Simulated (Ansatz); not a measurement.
**CH₈B₂N₂: a ladder of functionals and wavefunction methods**

An exercise on one series of results from a longer session: the logs are not shown, and one member is left open.

Program: Ansatz 0.2.0, Gaussian basis. Level of theory: functionals in def2-TZVPP, the program's frozen cores in correlated methods. These are calculated values, not measurements.

The runs, in order: LDA (SPW92), PBE-D4, revPBE-D4, BLYP-D4, r2SCAN-D4, B97M-V, PBE0-D4, B3LYP-D4, r2SCANh-D4, r2SCAN0-D4, HSE06-D4, BHLYP-D4, CAM-B3LYP-D4, LC-ωPBE, ωB97X-V, ωB97M-V, B2PLYP, PBE-QIDH; CCSD(T)/def2-SVP; CCSD(T)/def2-TZVPP; MP2/def2-QZVPP; extrapolation to the limit; RPA on PBE.

## The geometry

The geometry comes from an earlier relaxation with PBE0-D4 in a triple-zeta def2 set; it is a stationary point, not always the lowest conformer.

13 atoms, charge 0, spin multiplicity 1.

Atoms are counted from 1 here; the program's logs count them from 0.

Bond lengths: B1–N2 1.397 Å, B1–H6 1.198 Å, B1–H7 1.200 Å, N2–B3 1.461 Å, N2–H8 1.010 Å, B3–C4 1.575 Å, B3–N5 1.398 Å, C4–H9 1.095 Å, C4–H10 1.092 Å, C4–H11 1.095 Å, N5–H12 1.003 Å, N5–H13 1.005 Å. Angles: N2–B1–H6 120.0°, N2–B1–H7 119.9°, H6–B1–H7 120.1°, B1–N2–B3 129.3°, B1–N2–H8 116.2°, B3–N2–H8 114.5°, N2–B3–C4 118.8°, N2–B3–N5 119.8°, C4–B3–N5 121.4°, B3–C4–H9 110.8°, B3–C4–H10 113.6°, B3–C4–H11 110.7°, H9–C4–H10 107.5°, H9–C4–H11 106.2°, H10–C4–H11 107.5°, B3–N5–H12 122.3°, B3–N5–H13 123.2°, H12–N5–H13 114.5°.

As a file:

```tsv
atom	x (Å)	y (Å)	z (Å)
B1	-1.99249	-0.08441	0.92695
N2	-0.99138	-0.44044	0.02045
B3	0.37069	0.07292	-0.10254
C4	1.30146	-0.50856	-1.23269
N5	0.82324	1.06118	0.77665
H6	-3.06363	-0.61870	0.87638
H7	-1.77850	0.75739	1.75545
H8	-1.23257	-1.15325	-0.65270
H9	0.85028	-0.36634	-2.22051
H10	2.29529	-0.05688	-1.25660
H11	1.43344	-1.58888	-1.10867
H12	1.75054	1.44024	0.72479
H13	0.25393	1.45072	1.50786
```

The first run:

Input file in.yaml:

```yaml
crystal:
  periodic: [false, false, false]
  atoms:
    - {symbol: B, position_ang: [-1.992489, -0.084412, 0.926949]}
    - {symbol: N, position_ang: [-0.991380, -0.440440, 0.020445]}
    - {symbol: B, position_ang: [0.370693, 0.072919, -0.102539]}
    - {symbol: C, position_ang: [1.301460, -0.508564, -1.232685]}
    - {symbol: N, position_ang: [0.823244, 1.061179, 0.776645]}
    - {symbol: H, position_ang: [-3.063633, -0.618699, 0.876376]}
    - {symbol: H, position_ang: [-1.778503, 0.757388, 1.755446]}
    - {symbol: H, position_ang: [-1.232575, -1.153249, -0.652702]}
    - {symbol: H, position_ang: [0.850282, -0.366335, -2.220513]}
    - {symbol: H, position_ang: [2.295286, -0.056875, -1.256605]}
    - {symbol: H, position_ang: [1.433443, -1.588877, -1.108669]}
    - {symbol: H, position_ang: [1.750542, 1.440245, 0.724795]}
    - {symbol: H, position_ang: [0.253929, 1.450722, 1.507861]}
basis:
  gaussian: {orbitals: def2-TZVPP}
hamiltonian: {xc: lda}
output: {orbitals: {seedname: orbitals}}
```

Steps of the session up to this table: LDA; PBE-D4 (GGA); revPBE-D4 (GGA); BLYP-D4 (GGA); r2SCAN-D4 (meta-GGA); B97M-V (meta-GGA); PBE0-D4 (hybrid); B3LYP-D4 (hybrid); r2SCANh-D4 (hybrid); r2SCAN0-D4 (hybrid); HSE06-D4 (hybrid); BHLYP-D4 (hybrid); CAM-B3LYP-D4 (range-separated); LC-ωPBE (range-separated); ωB97X-V (range-separated); ωB97M-V (range-separated); B2PLYP (double hybrid); PBE-QIDH (double hybrid).

One of the session's tables, all rows but one given; the rest of the session is left out.

It belongs to the step «Orbital energies across the functionals». 

| functional | HOMO (eV) | gap (eV) |
| --- | --- | --- |
| LDA (SPW92) | ? | ? |
| PBE-D4 | -6.36 | 5.06 |
| revPBE-D4 | -6.28 | 5.09 |
| BLYP-D4 | -6.21 | 5.06 |
| r2SCAN-D4 | -6.59 | 5.67 |
| B97M-V | -6.66 | 5.67 |
| PBE0-D4 | -7.67 | 7.34 |
| B3LYP-D4 | -7.43 | 6.88 |
| r2SCANh-D4 | -7.09 | 6.51 |
| r2SCAN0-D4 | -7.85 | 7.76 |
| HSE06-D4 | -7.26 | 6.56 |
| BHLYP-D4 | -8.89 | 9.56 |
| CAM-B3LYP-D4 | -9.08 | 9.81 |
| LC-ωPBE | -10.49 | 12.40 |
| ωB97X-V | -10.10 | 11.91 |
| ωB97M-V | -10.03 | 11.58 |

Q: Estimate the row for LDA (SPW92) from the others.

As computed: HOMO (eV): -6.54; gap (eV): 4.98. In the column «HOMO (eV)» it lies between r2SCAN-D4 (-6.59) and PBE-D4 (-6.36).
